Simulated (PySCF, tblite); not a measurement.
# C₂H₁₄OSi₄: geometry, infrared bands and NMR shifts

Aim: predict the infrared bands and NMR shifts of C₂H₁₄OSi₄ (`CO[Si@H](C[SiH3])[SiH2][SiH3]`).

Computed with tblite 0.8.0 and PySCF 2.14.0, with density-fitted response routines of our own, on a single molecule in the gas phase. Atoms count from 0, in the outputs and in this text.

**1. The starting structure**

21 atoms, charge 0, multiplicity 1; geometry from: force field or distance geometry start.

Bonds of the start (Å): C0–O1 1.40, O1–Si2 1.73, Si2–C3 1.86, C3–Si4 1.85, Si2–Si5 2.22, Si5–Si6 2.25, C0–H7 1.10, C0–H8 1.10, C0–H9 1.13, Si2–H10 1.47, C3–H11 1.11, C3–H12 1.13, Si4–H13 1.48, Si4–H14 1.47, Si4–H15 1.48, Si5–H16 1.47, Si5–H17 1.46, Si6–H18 1.45, Si6–H19 1.47, Si6–H20 1.46.

**2. Optimising the geometry with GFN2-xTB**

Job settings and geometry (Å):

```
{"job": {"kind": "relax", "xc": "GFN2-xTB", "basis": "xTB"}, "charge": 0, "multiplicity": 1}
C     -0.761400    -2.608000    -0.647000
O     -0.744400    -1.272800    -1.059700
Si    -0.061600    -0.277500     0.183800
C     -1.392700     0.574700     1.167000
Si    -2.752300     1.295000     0.145700
Si     1.452100     1.120800    -0.632700
Si     3.527600     0.595600     0.044200
H      0.197200    -2.844000    -0.165600
H     -1.006800    -3.232800    -1.518200
H     -1.592500    -2.686300     0.114300
H      0.639800    -1.182000     1.107000
H     -0.986000     1.364200     1.836600
H     -1.868000    -0.217500     1.821100
H     -2.590700     0.811400    -1.245200
H     -4.043300     0.879900     0.714600
H     -2.738000     2.771900     0.219100
H      1.210600     2.506900    -0.220400
H      1.446800     0.984900    -2.085000
H      4.422000     0.297800    -1.061400
H      4.138900     1.698200     0.808800
H      3.493800    -0.563400     0.936600
```

The run is started by

```console
> OMP_NUM_THREADS=1 python probes_run.py task.json out
```

The driver reads the jobs from task.json and runs them one after another.

**Question.** This job is followed by: GFN2-xTB harmonic vibrations, gas phase; GIAO PBE0/pcSseg-1 NMR shielding, non-relativistic, gas phase. What will the session give for the following? strongest single infrared mode (GFN2-xTB); zero-point energy (GFN2-xTB); ¹³C shifts against TMS (PBE0/pcSseg-1); ¹H shifts against TMS (PBE0/pcSseg-1, means over atoms taken as alike); ¹⁷O shifts against H2O (PBE0/pcSseg-1); ²⁹Si shifts against TMS (PBE0/pcSseg-1).

The runs gave:

| quantity | value |
| --- | --- |
| strongest single infrared mode (GFN2-xTB) | 2214 cm⁻¹, 704 km/mol |
| zero-point energy (GFN2-xTB) | 88.1 kcal/mol |
| ¹³C shifts against TMS (PBE0/pcSseg-1) | 54.2, -4.2 ppm |
| ¹H shifts against TMS (PBE0/pcSseg-1, means over atoms taken as alike) | 5.85, 4.01, 3.67, 3.59, 3.34, 3.11, 0.67, -0.42 ppm |
| ¹⁷O shifts against H2O (PBE0/pcSseg-1) | 8.9 ppm |
| ²⁹Si shifts against TMS (PBE0/pcSseg-1) | 3.6, -78.2, -115.2, -131.9 ppm |

**Reading.** Relaxing lowered the energy by 0.913 eV in 293 steps; the close pair that moved most is O1–Si2, from 1.733 to 1.634 Å. All 57 modes are real, so the xTB geometry is a minimum. The strongest single mode, at 2214 cm⁻¹, moves mainly H20. GFN2-xTB is a fitted tight-binding method: band positions and strengths are rough. Its intensities can rank the bands wrongly. C0 (methyl carbon bonded to O) lies farthest downfield among carbon, at 54.2 ppm; pulled downfield by the heteroatom. At PBE0/pcSseg-1: Shielding is most anisotropic at Si2 (span 127 ppm, paramagnetic term -536 ppm).
